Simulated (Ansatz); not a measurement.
# CH9BOSi: the cost of one run

All numbers below are computed with Ansatz 0.2.0 (RKS B3LYP-D4/def2-SVP).

## (1) Starting point

Bond lengths: B1–H3 1.190 Å, B1–C4 1.600 Å, C4–H5 1.110 Å, C4–H6 1.110 Å, C4–H7 1.110 Å, B1–O8 1.710 Å, O8–Si9 1.680 Å, Si9–H10 1.460 Å, Si9–H11 1.460 Å, Si9–H12 1.460 Å. Angles (14 of 16 angles, heavy atoms first): C4–B1–O8 101.2°, B1–O8–Si9 125.0°, H3–B1–C4 120.0°, H3–B1–O8 97.0°, B1–C4–H5 109.5°, B1–C4–H6 109.5°, B1–C4–H7 109.5°, O8–Si9–H10 109.5°, O8–Si9–H11 109.5°, O8–Si9–H12 109.5°, H5–C4–H6 109.4°, H5–C4–H7 109.4°, H6–C4–H7 109.4°, H10–Si9–H11 109.4°.

Coordinates:

```xyz
13

B     0.0000    0.0000    0.0000
H     0.0000    0.0000    1.5400
H     1.0305    0.0000   -0.5950
C    -1.3856    0.0000   -0.8000
H    -1.9458   -0.9305   -0.5708
H    -1.9898    0.8797   -0.4946
H    -1.1839    0.0508   -1.8903
O     0.0715   -1.6212    0.5392
Si   -0.6985   -2.9178   -0.2012
H     0.2063   -4.0629   -0.2427
H    -1.8953   -3.2713    0.5566
H    -1.0766   -2.5477   -1.5620
H     0.0379   -0.8605    1.5370
```

## (2) A restrained relaxation towards end A

Springs on the bonds that form and break draw the guess towards this end; the thresholds are loose.

input.yaml

```yaml
crystal:
  periodic: [false, false, false]
  atoms:
    - { symbol: B, position_ang: [0.0, 0.0, 0.0] }
    - { symbol: H, position_ang: [0.0, 0.0, 1.54] }
    - { symbol: H, position_ang: [1.0305, 0.0, -0.595] }
    - { symbol: C, position_ang: [-1.3856, 0.0, -0.8] }
    - { symbol: H, position_ang: [-1.9458, -0.9305, -0.5708] }
    - { symbol: H, position_ang: [-1.9898, 0.8797, -0.4946] }
    - { symbol: H, position_ang: [-1.1839, 0.0508, -1.8903] }
    - { symbol: O, position_ang: [0.0715, -1.6212, 0.5392] }
    - { symbol: Si, position_ang: [-0.6985, -2.9178, -0.2012] }
    - { symbol: H, position_ang: [0.2063, -4.0629, -0.2427] }
    - { symbol: H, position_ang: [-1.8953, -3.2713, 0.5566] }
    - { symbol: H, position_ang: [-1.0766, -2.5477, -1.562] }
    - { symbol: H, position_ang: [0.0379, -0.8605, 1.537] }
basis:
  gaussian: { orbitals: def2-SVP }
hamiltonian:
  xc: b3lyp
  dispersion: d4
relax:
  f_tol: 0.15
  max_steps: 25
  restrain:
    - { distance: [0, 7], at: 2.61, k: 30.0 }
    - { distance: [12, 1], at: 1.86, k: 30.0 }
    - { distance: [0, 1], at: 1.19, k: 30.0 }
    - { distance: [12, 7], at: 1.01, k: 30.0 }
```

Run with:

```sh
ansatz run input.yaml --threads 2 --pin off --max-ram 3072MiB --backend cpu --events-out ev --progress --plain --runs-dir out
```

Q: Estimate wall time and peak memory on 2 threads of Arm Neoverse V2, shared host.

About 26 s, with a peak of 0.22 GiB.
